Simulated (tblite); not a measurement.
# FH12NSi5: the cost of one run

Programs: tblite 0.8.0 and PySCF 2.14.0, with density-fitted response routines of our own. Each step states its level of theory. These are calculated values for one molecule in the gas phase, unless marked as measured. Atoms are numbered from 0 throughout.

### Step 1. Starting geometry

19 atoms, charge 0, multiplicity 1; geometry from: force field or distance geometry start.

Bonds of the start (Å): F0–Si1 1.67, Si1–Si2 2.22, Si2–Si3 2.24, Si2–Si4 2.22, Si2–N5 1.76, N5–Si6 1.77, Si1–H7 1.47, Si1–H8 1.50, Si3–H9 1.46, Si3–H10 1.48, Si3–H11 1.47, Si4–H12 1.49, Si4–H13 1.48, Si4–H14 1.49, N5–H15 1.05, Si6–H16 1.47, Si6–H17 1.48, Si6–H18 1.47.

### Step 2. Optimising the geometry with GFN2-xTB

The job: settings as JSON, then the geometry in Å.

```
{"job": {"kind": "relax", "xc": "GFN2-xTB", "basis": "xTB"}, "charge": 0, "multiplicity": 1}
F     -1.172500     0.575500     2.994800
Si     0.072400     0.826200     1.910900
Si    -0.349300    -0.194800    -0.017500
Si    -1.816300    -1.863900     0.301400
Si    -1.302000     1.268800    -1.388800
N      1.121800    -0.922300    -0.654400
Si     2.515100     0.169200    -0.730300
H      0.316100     2.249600     1.619900
H      1.299200     0.207100     2.499900
H     -3.155200    -1.419900    -0.064600
H     -1.739300    -2.341300     1.700100
H     -1.414900    -2.927200    -0.632000
H     -2.184800     2.169200    -0.601200
H     -2.116200     0.571000    -2.410300
H     -0.308300     2.159200    -2.045600
H      1.379900    -1.806400    -0.144000
H      2.404400     1.360800     0.120400
H      2.733400     0.522200    -2.146400
H      3.706700    -0.593600    -0.319800
```

Started as:

```sh
OMP_NUM_THREADS=1 python probes_run.py task.json out
```

One launch serves the whole session: the jobs run in the order shown.

Q: Estimate the wall time of this first job on 1 thread of AMD EPYC 9R45, shared host.

About 1.3 s.
